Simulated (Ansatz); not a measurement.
**GeH₃LiS (SMILES [Li][S][GeH3]): single points off equilibrium**

The task here is to estimate one member of a computed series from the others.

The runs use Ansatz 0.2.0, Gaussian basis; single points in def2-TZVPP.

Correlated methods freeze the cores. Filled d shells of the heavier atoms are correlated. The outer core shell of Li, Na, Mg and K is correlated.

## Starting geometry

SMILES `[Li][S][GeH3]`, 6 atoms, charge 0, spin multiplicity 1.

Atoms are counted from 1 here; the program's logs count them from 0.

Bond lengths: Li1–S2 2.153 Å, S2–Ge3 2.132 Å, Ge3–H4 1.518 Å, Ge3–H5 1.484 Å, Ge3–H6 1.518 Å. Angles: Li1–S2–Ge3 112.7°, S2–Ge3–H4 114.5°, S2–Ge3–H5 109.1°, S2–Ge3–H6 113.0°, H4–Ge3–H5 108.0°, H4–Ge3–H6 104.8°, H5–Ge3–H6 107.1°.

Geometry (Å):

```mol
GeH3LiS
  3D, bonds by distance, orders not assigned

  6  5  0  0  0  0  0  0  0  0999 V2000
    0.1376   -2.4571    1.5675 Li  0  0
    1.1532   -1.0877    0.2529 S   0  0
   -0.0784    0.5487   -0.3401 Ge  0  0
   -1.3359    0.1511   -1.0925 H   0  0
    0.7081    1.4581   -1.2108 H   0  0
   -0.5742    1.3742    0.8330 H   0  0
  1  2  8  0
  2  3  8  0
  3  4  8  0
  3  5  8  0
  3  6  8  0
M  END
```

Set-up of the first run:

Contents of run/in.yaml:

```yaml
crystal:
  periodic: [false, false, false]
  atoms:
    - {symbol: Li, position_ang: [0.137600, -2.457100, 1.567500]}
    - {symbol: S, position_ang: [1.153200, -1.087700, 0.252900]}
    - {symbol: Ge, position_ang: [-0.078400, 0.548700, -0.340100]}
    - {symbol: H, position_ang: [-1.335900, 0.151100, -1.092500]}
    - {symbol: H, position_ang: [0.708100, 1.458100, -1.210800]}
    - {symbol: H, position_ang: [-0.574200, 1.374200, 0.833000]}
basis:
  gaussian: {orbitals: def2-TZVPP}
correlation: {method: ccsd_t}
output: {forces: true}
```

No record of the launch command was kept for these runs.

Steps of the session up to this table: CCSD(T)/def2-TZVPP; PBE0-D4/def2-TZVPP; wB97M-V/def2-TZVPP; r2SCAN-D4/def2-TZVPP; PBE-D4/def2-TZVPP; CAM-B3LYP-D4/def2-TZVPP; SPW92/def2-TZVPP.

One table of the session follows, with a row left open; its other results are not shown here.

```
      method  RMS force component (eV/Å)  angle to CCSD(T) forces (°)  dipole (D)
     CCSD(T)                       0.412                    reference        7.34
     PBE0-D4                       0.425                         10.6        7.18
     wB97M-V                       0.402                          3.6        7.18
   r2SCAN-D4                           ?                            ?           ?
      PBE-D4                       0.506                          9.5        7.01
CAM-B3LYP-D4                       0.407                          8.4        7.17
       SPW92                       0.402                         19.2        6.98
```

Estimate the missing values for r2SCAN-D4.

As computed: RMS force component (eV/Å): 0.396; angle to CCSD(T) forces (°): 7.4; dipole (D): 7.26. In the column «RMS force component (eV/Å)» it is the lowest.
